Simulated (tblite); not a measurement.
# CH4GeS (SMILES C[S][GeH]): levels of theory compared

We compute a comparison of 3 runs (GFN2-xTB, GFN1-xTB, IPEA1-xTB) of CH4GeS. 

The calculation is run with tblite 0.8.0.

20 further runs of the same task are left out: 20 set aside as unsound or not needed.

### 1 Starting point

The species is CH4GeS (7 atoms), meant as a singlet with charge 0. SMILES: `C[S][GeH]`. One bond was lengthened or shortened from a relaxed shape.

Bond lengths: C1–S2 1.835 Å, S2–Ge3 2.538 Å, C1–H4 1.086 Å, C1–H5 1.086 Å, C1–H6 1.084 Å, Ge3–H7 1.614 Å. Angles: C1–S2–Ge3 101.8°, S2–C1–H4 110.3°, S2–C1–H5 109.9°, S2–C1–H6 106.7°, S2–Ge3–H7 88.4°, H4–C1–H5 110.5°, H4–C1–H6 109.6°, H5–C1–H6 109.8°.

### 2 Energy and forces at GFN2-xTB (run 1)

script.py

```python
import json
import numpy as np
from ase import Atoms
from ase.units import Bohr
from tblite.ase import TBLite
from ase.units import kJ, mol as mol_
from ase.units import Debye

molecule = Atoms(["C", "S", "Ge", "H", "H", "H", "H"], positions=Bohr * np.array([
    [-1.999400, 1.657316, -0.094870],
    [-0.013600, 0.008379, 2.220593],
    [2.951639, -2.471176, -0.618451],
    [-2.913328, 0.304310, -1.338744],
    [-0.860122, 2.976515, -1.178325],
    [-3.418622, 2.680830, 0.971597],
    [4.319612, -3.539098, 1.889726],
]))
start = molecule.get_positions()

molecule.calc = TBLite(method="GFN2-xTB", charge=0, accuracy=0.1)
print(f"Potential energy: {molecule.get_potential_energy() / (kJ / mol_):.6f} kJ/mol")
print(f"Dipole: {np.linalg.norm(molecule.get_dipole_moment()) / Debye:.4f} D")
for a, q in zip(molecule, molecule.get_charges()):
    print(f"{a.symbol}{a.index + 1} {q:+.4f}")
print("Forces (eV/angstrom):")
for a, F in zip(molecule, molecule.get_forces()):
    print(f"{a.symbol:<2} {F[0]:11.6f} {F[1]:11.6f} {F[2]:11.6f}")
json.dump(dict(energy=molecule.get_potential_energy(), forces=molecule.get_forces().tolist(), dipole=molecule.get_dipole_moment().tolist(), charges=molecule.get_charges().tolist(),
               symbols=molecule.get_chemical_symbols(), start=start.tolist(), final=molecule.positions.tolist()), open("results.json", "w"))
```

Started as:

```bash
$ python script.py
```

Standard output:

```text
------------------------------------------------------------
  cycle        total energy    energy error   density error
------------------------------------------------------------
      1     -9.320901580446  -9.3825741E+00   4.4105881E-01
      2     -9.283425194965   3.7476385E-02   2.9702115E-01
      3     -9.315454362768  -3.2029168E-02   2.3898993E-01
      4     -9.358736060677  -4.3281698E-02   5.3657561E-02
      5     -9.361245786919  -2.5097262E-03   5.0754659E-02
      6     -9.361703135074  -4.5734815E-04   2.8500281E-02
      7     -9.361765476017  -6.2340944E-05   4.1017270E-03
      8     -9.361765217374   2.5864328E-07   3.2740002E-03
      9     -9.361775134615  -9.9172410E-06   7.3401854E-04
     10     -9.361775742890  -6.0827553E-07   1.3267973E-04
     11     -9.361775724904   1.7986340E-08   1.1620542E-04
     12     -9.361775748502  -2.3597696E-08   8.4742619E-06
     13     -9.361775748635  -1.3335999E-10   3.4571019E-06
     14     -9.361775748638  -2.7977620E-12   1.5683733E-06
------------------------------------------------------------

 total:                                   0.004 sec
Potential energy: -24579.338846 kJ/mol
Dipole: 4.1622 D
C1 -0.0440
S2 -0.3088
Ge3 +0.3053
H4 +0.0461
H5 +0.0467
H6 +0.0610
H7 -0.1063
Forces (eV/angstrom):
C     0.094418   -0.077439    0.021791
S     1.255571   -1.052491   -1.347078
Ge   -1.373150    1.150142    1.268619
H     0.009707   -0.019220    0.007773
H     0.008725    0.002186    0.007206
H     0.007523   -0.001931    0.034034
H    -0.002794   -0.001248    0.007655
```

It took 0.29 s on 1 thread of Intel Xeon at 2.70GHz, shared host.

### 3 Energy and gradient at GFN1-xTB (run 2)

start.xyz

```xyz
7

C     -1.058037     0.877014    -0.050203
S     -0.007197     0.004434     1.175087
Ge     1.561940    -1.307690    -0.327270
H     -1.541667     0.161034    -0.708433
H     -0.455157     1.575104    -0.623543
H     -1.809057     1.418634     0.514147
H      2.285840    -1.872810     1.000000
```

job.py

```python
# GFN1-xTB energy and gradient
import json
import numpy as np
from tblite.interface import Calculator
from tblite.interface import symbols_to_numbers

symbols = list(map(str, np.loadtxt("start.xyz", skiprows=2, usecols=0, dtype=str, ndmin=1)))
numbers = np.array(symbols_to_numbers(symbols))
positions = np.loadtxt("start.xyz", skiprows=2, usecols=(1, 2, 3), ndmin=2) / 0.529177210903

calc = Calculator("GFN1-xTB", numbers, positions, charge=0, uhf=0)
calc.set("verbosity", 0)
calc.set("accuracy", 0.1)
calc.add("spin-polarization", 1.0)
wfn = calc.singlepoint()

print(f"Total energy: {wfn.get('energy') * 627.5095:.8f} kcal/mol")
eps = np.atleast_2d(wfn.get("orbital-energies")) * 27.211386
occ = np.atleast_2d(wfn.get("orbital-occupations"))
filled = occ.sum(axis=0) if eps.shape[0] == 1 else occ[0]
homo = np.nonzero(filled > 0.5)[0].max()
print("  MO   occupation   energy/eV")
for i in range(max(0, homo - 4), min(eps.shape[1], homo + 5)):
    print(f"{i + 1:4d} {filled[i]:10.4f} {eps[0, i]:12.4f}")
mu = wfn.get("dipole") * 2.541746
print(f"Dipole moment: {np.linalg.norm(mu):.4f} D, components " + " ".join(f"{c:.4f}" for c in mu))
q = wfn.get("charges")
g = wfn.get("gradient")
print("atom     charge      dE/dx        dE/dy        dE/dz   (Eh/bohr)")
for i, s in enumerate(symbols):
    print(f"{s:<2}{i + 1:<3} {q[i]:9.4f} {g[i, 0]:12.7f} {g[i, 1]:12.7f} {g[i, 2]:12.7f}")
print(f"gradient norm {np.linalg.norm(g):.6f} Eh/bohr")
out = {k: np.asarray(wfn.get(k)).tolist() for k in ("energy", "gradient", "charges", "dipole", "orbital-energies", "orbital-occupations")}
out.update(symbols=symbols, positions=(positions * 0.529177210903).tolist())
json.dump(out, open("results.json", "w"))
```

Started as:

```bash
$ python job.py
```

Standard output:

```text
Total energy: -6029.66833778 kcal/mol
  MO   occupation   energy/eV
   5     1.0000     -14.0101
   6     1.0000     -12.8591
   7     1.0000     -11.3143
   8     1.0000     -10.4746
   9     1.0000     -10.4691
  10     0.0000      -8.1520
  11     0.0000      -5.9681
  12     0.0000      -4.9588
  13     0.0000      -4.5481
Dipole moment: 2.1954 D, components 0.4550 -0.3927 -2.1115
atom     charge      dE/dx        dE/dy        dE/dz   (Eh/bohr)
C 1     -0.0264   -0.0072757    0.0059134   -0.0067968
S 2     -0.1889   -0.0277139    0.0233314    0.0356798
Ge3      0.2680    0.0222255   -0.0192073   -0.0492721
H 4      0.0176    0.0007868   -0.0016311    0.0013282
H 5      0.0180    0.0018699   -0.0005518    0.0014836
H 6      0.0284    0.0009187   -0.0007845   -0.0002522
H 7     -0.1168    0.0091888   -0.0070702    0.0178295
gradient norm 0.080468 Eh/bohr
```

Run time: 0.19 s. Hardware: 1 thread of Intel Xeon at 2.70GHz, shared host.

### 4 Energy and forces at IPEA1-xTB (run 3)

script.py

```python
import json
import numpy as np
from tblite.interface import Calculator

symbols = ["C", "S", "Ge", "H", "H", "H", "H"]
numbers = np.array([6, 16, 32, 1, 1, 1, 1])
positions = np.array([  # bohr
    [-1.999400, 1.657316, -0.094870],
    [-0.013600, 0.008379, 2.220593],
    [2.951639, -2.471176, -0.618451],
    [-2.913328, 0.304310, -1.338744],
    [-0.860122, 2.976515, -1.178325],
    [-3.418622, 2.680830, 0.971597],
    [4.319612, -3.539098, 1.889726],
])

calculator = Calculator("IPEA1-xTB", numbers, positions, charge=0, uhf=0)
calculator.set("accuracy", 0.1)
calculator.add("spin-polarization", 1.0)
res = calculator.singlepoint()

print(f"Total energy: {res.get('energy'):.8f} Eh")
eps = np.atleast_2d(res.get("orbital-energies")) * 27.211386
occ = np.atleast_2d(res.get("orbital-occupations"))
filled = occ.sum(axis=0) if eps.shape[0] == 1 else occ[0]
homo = np.nonzero(filled > 0.5)[0].max()
print("  MO   occupation   energy/eV")
for i in range(max(0, homo - 4), min(eps.shape[1], homo + 5)):
    print(f"{i + 1:4d} {filled[i]:10.4f} {eps[0, i]:12.4f}")
mu = res.get("dipole") * 2.541746
print(f"Dipole moment: {np.linalg.norm(mu):.4f} D, components " + " ".join(f"{c:.4f}" for c in mu))
q = res.get("charges")
g = res.get("gradient")
print("atom     charge      dE/dx        dE/dy        dE/dz   (Eh/bohr)")
for i, s in enumerate(symbols):
    print(f"{s:<2}{i + 1:<3} {q[i]:9.4f} {g[i, 0]:12.7f} {g[i, 1]:12.7f} {g[i, 2]:12.7f}")
print(f"gradient norm {np.linalg.norm(g):.6f} Eh/bohr")
out = {k: np.asarray(res.get(k)).tolist() for k in ("energy", "gradient", "charges", "dipole", "orbital-energies", "orbital-occupations")}
out.update(symbols=symbols, positions=(positions * 0.529177210903).tolist())
json.dump(out, open("results.json", "w"))
```

Started as:

```bash
$ python script.py
```

Standard output:

```text
------------------------------------------------------------
  cycle        total energy    energy error   density error
------------------------------------------------------------
      1     -10.57312702578  -1.0661559E+01   2.2434945E-01
      2     -10.57883978918  -5.7127634E-03   1.4313877E-01
      3     -10.54661865552   3.2221134E-02   8.6185652E-02
      4     -10.58068705375  -3.4068398E-02   1.3021701E-02
      5     -10.58138429687  -6.9724312E-04   8.8599653E-03
      6     -10.58157668834  -1.9239147E-04   2.0343845E-03
      7     -10.58158969225  -1.3003908E-05   6.1696214E-05
      8     -10.58158969252  -2.7166180E-10   5.9071369E-05
      9     -10.58158969989  -7.3625586E-09   1.6750801E-05
     10     -10.58158970063  -7.4391870E-10   1.1104589E-06
------------------------------------------------------------

 total:                                   0.009 sec
Total energy: -10.58158970 Eh
  MO   occupation   energy/eV
   5     1.0000     -15.2522
   6     1.0000     -14.0087
   7     1.0000     -12.8080
   8     1.0000     -12.0734
   9     1.0000     -11.7195
  10     0.0000      -9.1084
  11     0.0000      -6.9772
  12     0.0000      -5.6821
  13     0.0000      -5.2839
Dipole moment: 2.8331 D, components -0.5243 0.4131 -2.7534
atom     charge      dE/dx        dE/dy        dE/dz   (Eh/bohr)
C 1     -0.0249   -0.0009059    0.0007975   -0.0033092
S 2     -0.1007   -0.0467635    0.0391577    0.0509336
Ge3     -0.0088    0.0337086   -0.0291911   -0.0790306
H 4      0.0578    0.0014076    0.0028186    0.0021961
H 5      0.0575   -0.0021895   -0.0022412    0.0017456
H 6      0.0583    0.0004497   -0.0003751   -0.0026038
H 7     -0.0391    0.0142930   -0.0109664    0.0300682
gradient norm 0.125795 Eh/bohr
```

Wall time 0.25 s (1 thread of Intel Xeon at 2.70GHz, shared host).

### 5 All runs side by side

```tsv
run	level	spin polarization	energy (Eh)	dipole moment (D)	largest force (eV/Å)	wall time
1	GFN2-xTB	–	-9.361776	4.16	2.195	0.29 s
2	GFN1-xTB	1	-9.608888	2.20	2.950	0.19 s
3	IPEA1-xTB	1	-10.581590	2.83	4.666	0.25 s
```

### 6 Results

| quantity | value |
| --- | --- |
| run 3: total energy | -10.58159 Eh |
| run 3: dipole moment | 2.83 D |
| run 3: HOMO energy | -11.72 eV |
| run 3: LUMO energy | -9.11 eV |
| run 3: HOMO–LUMO gap | 2.61 eV |
| run 3: largest force on an atom | 4.666 eV/Å |

The dipole moment (its size) runs from 2.20 D (GFN1-xTB) to 4.16 D (GFN2-xTB). Force-field and semi-empirical energies have zeros of their own, so their totals don't compare. All runs together took 0.73 s, the longest 0.29 s.
